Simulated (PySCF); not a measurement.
# NaCa+: from the state search to spectroscopic constants

One table from this session's results is given with a row withheld; the runs are named, their logs left out.

Program: PySCF 2.14.0. Level of theory: Na x2c-SVPall, Ca x2c-SVPall, spin-free X2C with a Gaussian nucleus. These are calculated values, not measurements.

The first run:

The job is set up so:

```json
{
  "atoms": "Na, Ca",
  "charge": "1",
  "basis": "Na x2c-SVPall, Ca x2c-SVPall",
  "Hamiltonian": "spin-free X2C with a Gaussian nucleus",
  "basis functions": "39",
  "electrons treated": "30",
  "masses in u": "22.9898, 39.9626",
  "levels": "PBE0, PBE, r²SCAN, PW91, B97-3, BHandHLYP, ωB97X, HF, MP2, SCS-MP2, CCSD, CCSD(T)",
  "grid": "80 radial by 434 angular points",
  "occupations": "held fixed by the projection of orbital angular momentum",
  "dissociation limit": "Na+ + Ca, each in its ground configuration",
  "starting distance in angstrom": "3.265",
  "values of 2S to try": "0, 2"
}
```

The run is started by

```console
$ OMP_NUM_THREADS=1 python dia.py task.json out
```

Steps of the session up to this table: Set-up; First curve: PBE0; Higher solutions at PBE0; PBE (GGA); r²SCAN (meta-GGA); PW91; B97-3 (global hybrid GGA); BHandHLYP; ωB97X; RHF; Correlated methods on the Hartree–Fock reference.

One of the session's tables, all rows but one given; the rest of the session is left out.

Energy (eV) from each level's lowest point:

```
R (Å)    RHF  RHF-MP2  RHF-SCS-MP2  RHF-CCSD  RHF-CCSD(T)
3.060  0.288    0.258        0.263       n/a          n/a
3.202  0.157    0.138        0.142     0.141        0.142
3.345      ?        ?            ?         ?            ?
3.451  0.033    0.026        0.028     0.027        0.028
3.558  0.010    0.007        0.008     0.007        0.007
3.665  0.000    0.000        0.000     0.000        0.000
3.807  0.004    0.007        0.006     0.007        0.007
3.985  0.028    0.034        0.032     0.036        0.035
4.198  0.077    0.085        0.083     0.090        0.089
4.483  0.159    0.170        0.167       n/a          n/a
```

**Question.** Estimate the row for R (Å) = 3.345.

Worked estimate for «RHF». A straight line through the neighbours (3.202, 0.157) and (3.451, 0.033) gives 0.157 + (0.033 − 0.157) × (3.345 − 3.202) / (3.451 − 3.202) = 0.086; a parabola fitted to 4 rows on both sides gives 0.070.

**Answer.** RHF: 0.072; RHF-MP2: 0.062; RHF-SCS-MP2: 0.064; RHF-CCSD: 0.063; RHF-CCSD(T): 0.064. In «RHF» the line misses by +0.014 and the parabola by -0.002.
